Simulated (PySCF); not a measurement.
# C3H9Ga: the cost of one run

The runs use PySCF 2.14.0, with density-fitted response routines of our own; the level of theory stands in each step. All values are computed, except where a source is named. Atoms are numbered from 0 throughout.

1 further run of the same task is left out (for a known fault of the program).

## Step 1: The molecule as given

13 atoms, charge 0, multiplicity 1; geometry from: GFN2-xTB. The atoms were then displaced at random by about 0.01 Å, so the start is not that level's minimum.

Bonds of the start (Å): C0–C1 1.50, C1–C2 1.52, C2–Ga3 2.08, C0–H4 1.10, C0–H5 1.12, C0–H6 1.08, C1–H7 1.10, C1–H8 1.09, C2–H9 1.08, C2–H10 1.12, Ga3–H11 1.56, Ga3–H12 1.61.

## Step 2: Relaxing the molecule at PBE0-D3(BJ)/def2-SVP

The job: settings as JSON, then the geometry in Å.

```
{"job": {"xc": "PBE0", "basis": "def2-SVP", "d3": "d3bj", "grid": 1, "shake": 0.01, "kind": "geom"}, "charge": 0, "multiplicity": 1}
C     -1.258060     0.227570    -1.022140
C     -0.842450    -0.338060     0.304500
C      0.568210    -0.890710     0.209500
Ga     1.877700     0.687740    -0.115440
H     -0.581600     1.039050    -1.338160
H     -2.280140     0.685730    -0.958800
H     -1.270010    -0.513410    -1.801610
H     -0.853410     0.460900     1.064580
H     -1.538600    -1.111560     0.630510
H      0.656060    -1.633060    -0.576860
H      0.827780    -1.418360     1.157010
H      3.269950     0.639080    -0.814900
H      1.430400     2.148200     0.390230
```

On the command line:

```
> OMP_NUM_THREADS=1 python probes_run.py task.json out
```

The driver reads the jobs from task.json and runs them one after another.

**Question.** How long does this first job take on 1 thread of Arm Neoverse V1, shared host, and how much memory does it need?

About 43 s, with a peak of 0.52 GiB.
